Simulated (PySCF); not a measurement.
# BBrH₄N₂: NMR shifts and spin-spin couplings

Wanted: the NMR shifts and spin-spin couplings of BBrH₄N₂ (`NB(N)Br`), by calculation.

The runs use PySCF 2.14.0, with density-fitted response routines of our own; the level of theory stands in each step. All values are computed, except where a source is named. Atoms count from 0, in the outputs and in this text.

## 1. Starting geometry

8 atoms, charge 0, multiplicity 1; geometry from: GFN2-xTB.

Bonds of the start (Å): N0–B1 1.40, B1–N2 1.40, B1–Br3 1.91, N0–H4 1.00, N0–H5 1.00, N2–H6 1.00, N2–H7 1.00.

## 2. Shielding tensors: PBE0/pcSseg-1

What the job is given:

```
{"job": {"kind": "nmr", "xc": "PBE0", "basis": "pcSseg-1"}, "charge": 0, "multiplicity": 1}
N      1.248443    -0.075341     0.158170
B     -0.071838     0.373602     0.078800
N     -1.142007    -0.449895    -0.279027
Br    -0.432911     2.203089     0.481800
H      1.529672    -1.018353    -0.040292
H      2.014800     0.521299     0.415624
H     -1.046884    -1.423019    -0.506610
H     -2.090218    -0.121970    -0.333031
```

Level: GIAO PBE0/pcSseg-1 NMR shielding, non-relativistic, gas phase.

Output:

```text
coarse grid: 32640 points
cycle   1  E = -2710.2455939782  dE = -7.500e-01  |g| = 8.135e-01  |ddm| = 2.533e+00
cycle   2  E = -2710.2328174115  dE =  1.278e-02  |g| = 6.393e-01  |ddm| = 6.307e-01
cycle   3  E = -2710.2938807123  dE = -6.106e-02  |g| = 1.761e-01  |ddm| = 4.387e-01
cycle   4  E = -2710.3003755636  dE = -6.495e-03  |g| = 1.808e-02  |ddm| = 1.277e-01
cycle   5  E = -2710.3004368859  dE = -6.132e-05  |g| = 1.831e-03  |ddm| = 1.546e-02
cycle   6  E = -2710.3004376263  dE = -7.404e-07  |g| = 1.010e-03  |ddm| = 2.453e-03
final grid: 67760 points
cycle   7  E = -2710.3004323983  dE =  9.899e-08  |g| = 1.212e-03  |ddm| = 1.901e-03
cycle   8  E = -2710.3004322355  dE =  1.629e-07  |g| = 1.453e-03  |ddm| = 2.189e-03
cycle   9  E = -2710.3004327932  dE = -5.577e-07  |g| = 3.948e-05  |ddm| = 1.199e-03
cycle  10  E = -2710.3004327934  dE = -1.764e-10  |g| = 3.436e-06  |ddm| = 3.014e-05
converged SCF energy = -2710.3004327934

GIAO shielding tensors (ppm)
atom      isotropic    diamagn.    paramagn.     s11        s22        s33       span
  0 N      198.608     316.700    -118.092    152.181    195.202    248.441     96.261
  1 B       74.815     192.052    -117.238     50.413     76.273     97.759     47.346
  2 N      198.622     316.690    -118.067    152.310    195.164    248.392     96.083
  3 Br    2626.898    3124.764    -497.866   2383.859   2565.194   2931.641    547.782
  4 H       29.406      31.321      -1.916     22.888     25.734     39.594     16.706
  5 H       29.134      30.327      -1.193     22.101     27.860     37.440     15.339
  6 H       29.408      31.322      -1.914     22.891     25.728     39.605     16.714
  7 H       29.139      30.334      -1.195     22.098     27.875     37.444     15.346
```

It took 9 s on 1 thread, shared host.

The references, computed at this level on geometries of the same kind, shield at (ppm): ¹H TMS 31.72, ¹⁵N NH3 267.7, ¹¹B BF3·OEt2 100.1, ⁷⁹Br HBr 2622. Their shielding less the atom's gives the shift. The references are single molecules in the gas phase, so shifts against H2O, NH3, PH3, H3PO4 or CFCl3 are not on the usual liquid scales and can be off by tens of ppm. Atoms listed in one row are averaged.

```csv
atoms,environment,σ (ppm),δ (ppm)
"H4, H5, H6, H7",hydrogen on a nitrogen bonded to B,29.27,2.45
"N0, N2","nitrogen bonded to B, 2 H",198.6,69.1
B1,"boron bonded to Br, 2 N",74.8,25.3
Br3,bromine bonded to B,2627,-5
```

The run also stored atomic charges by several schemes (e):

```csv
atoms,Mulliken,IAO,Hirshfeld,ESP fit
"N0, N2",-0.46,-0.60,-0.27,-0.88
B1,0.48,0.21,0.15,0.44
Br3,-0.32,-0.11,-0.12,-0.19
```

Mayer bond orders: N0–B1 1.25, B1–N2 1.25, B1–Br3 0.95.

## 3. Spin-spin couplings: B3LYP/pcSseg-1+pcJ-1

Settings changed since step 2:

```diff
@@ -1,2 +1,2 @@
-{"job": {"kind": "nmr", "xc": "PBE0", "basis": "pcSseg-1"}, "charge": 0, "multiplicity": 1}
+{"job": {"kind": "j", "xc": "B3LYP", "basis": "pcJ-1"}, "charge": 0, "multiplicity": 1}
 N      1.248443    -0.075341     0.158170
```

Level: B3LYP/pcJ-1 Br:pcSseg-1 indirect spin-spin coupling, non-relativistic, gas phase.

Output:

```text
coarse grid: 32640 points
cycle   1  E = -2710.7550987265  dE = -7.666e-01  |g| = 8.862e-01  |ddm| = 2.355e+00
cycle   2  E = -2710.7153160965  dE =  3.978e-02  |g| = 7.991e-01  |ddm| = 7.413e-01
cycle   3  E = -2710.8154303200  dE = -1.001e-01  |g| = 2.129e-01  |ddm| = 5.367e-01
cycle   4  E = -2710.8246528166  dE = -9.222e-03  |g| = 2.178e-02  |ddm| = 1.492e-01
cycle   5  E = -2710.8247392387  dE = -8.642e-05  |g| = 2.880e-03  |ddm| = 2.039e-02
cycle   6  E = -2710.8247411890  dE = -1.950e-06  |g| = 1.392e-03  |ddm| = 3.873e-03
final grid: 67760 points
cycle   7  E = -2710.8247173657  dE =  2.822e-07  |g| = 1.785e-03  |ddm| = 2.607e-03
cycle   8  E = -2710.8247168746  dE =  4.911e-07  |g| = 2.291e-03  |ddm| = 3.259e-03
cycle   9  E = -2710.8247181318  dE = -1.257e-06  |g| = 1.855e-05  |ddm| = 1.830e-03
cycle  10  E = -2710.8247181319  dE = -5.912e-11  |g| = 6.279e-06  |ddm| = 1.363e-05
converged SCF energy = -2710.8247181319

Indirect spin-spin couplings (Hz)
  i      j    bonds     total        FC       PSO       DSO        SD
  0 N    1 B    1    -40.981   -42.946     2.317    -0.156    -0.195
  0 N    2 N    2      2.339     2.231    -0.113    -0.000     0.221
  0 N    4 H    1    -85.102   -81.303    -3.078    -0.305    -0.417
  0 N    5 H    1    -90.217   -86.688    -2.815    -0.326    -0.388
  0 N    6 H    3     -0.878    -1.072     0.107     0.014     0.074
  0 N    7 H    3     -4.050    -4.109    -0.176     0.228     0.007
  1 B    2 N    1    -40.990   -42.954     2.316    -0.156    -0.195
  1 B    4 H    2      5.721     6.428     0.002    -0.555    -0.155
  1 B    5 H    2      0.189     0.709     0.034    -0.453    -0.101
  1 B    6 H    2      5.770     6.477     0.006    -0.557    -0.155
  1 B    7 H    2      0.179     0.699     0.033    -0.452    -0.101
  2 N    4 H    3     -0.882    -1.076     0.107     0.013     0.074
  2 N    5 H    3     -4.051    -4.110    -0.176     0.228     0.007
  2 N    6 H    1    -85.090   -81.290    -3.078    -0.305    -0.417
  2 N    7 H    1    -90.138   -86.608    -2.817    -0.326    -0.388
  4 H    5 H    2     -3.221    -4.721     6.374    -5.134     0.260
  4 H    6 H    4      0.234    -0.059    -0.974     1.104     0.163
  4 H    7 H    4      0.167     0.268     2.106    -2.176    -0.031
  5 H    6 H    4      0.165     0.266     2.106    -2.176    -0.030
  5 H    7 H    4      3.459     3.708     2.247    -2.461    -0.036
  6 H    7 H    2     -3.305    -4.810     6.365    -5.124     0.263
```

Run time: 20 s. Hardware: 1 thread, shared host.

A choice of the couplings up to four bonds, sorted by the number of bonds, with means over like pairs; isotopes 11B, 1H, 15N:

```csv
pair,bonds,J (Hz),Fermi contact (Hz)
N0–H4,1,-87.6,-84.0
N0–B1,1,-41.0,-43.0
H4–H5,2,-3.3,-4.8
B1–H4,2,3.0,3.6
N0–N2,2,2.3,2.2
N0–H6,3,-2.5,-2.6
H4–H6,4,1.0,1.0
```

The response was solved for the nuclei of B, H, N alone, so couplings that need other nuclei can be missing.

Quadrupole couplings from the field gradients of the same density:

```csv
atom,isotope,eQq/h (MHz),η
Br3,79Br,331.1,0.16
N2,14N,-4.241,0.39
N0,14N,-4.240,0.39
B1,11B,2.136,0.98
```

## 4. What came out

| quantity | value |
| --- | --- |
| ¹H shifts against TMS (PBE0/pcSseg-1, means over atoms taken as alike) | 2.45 ppm |
| ¹⁵N shifts against NH3 (PBE0/pcSseg-1, means over atoms taken as alike) | 69.1 ppm |
| ¹¹B shifts against BF3·OEt2 (PBE0/pcSseg-1) | 25.3 ppm |
| ⁷⁹Br shifts against HBr (PBE0/pcSseg-1) | -5 ppm |
| largest coupling of the table (B3LYP/pcSseg-1+pcJ-1) | ¹J(N,H) N0–H4, -87.6 Hz |

What this shows: At PBE0/pcSseg-1: The largest span, 548 ppm, is at Br3, where the paramagnetic term is -498 ppm. In the run at B3LYP/pcSseg-1+pcJ-1, the largest coupling of the table is N0–H4 (mean over like pairs), -87.6 Hz, of which the Fermi-contact term gives -84.0 Hz. Spin-orbit coupling is left out, which matters for shieldings and couplings at and beside the heavy atoms.
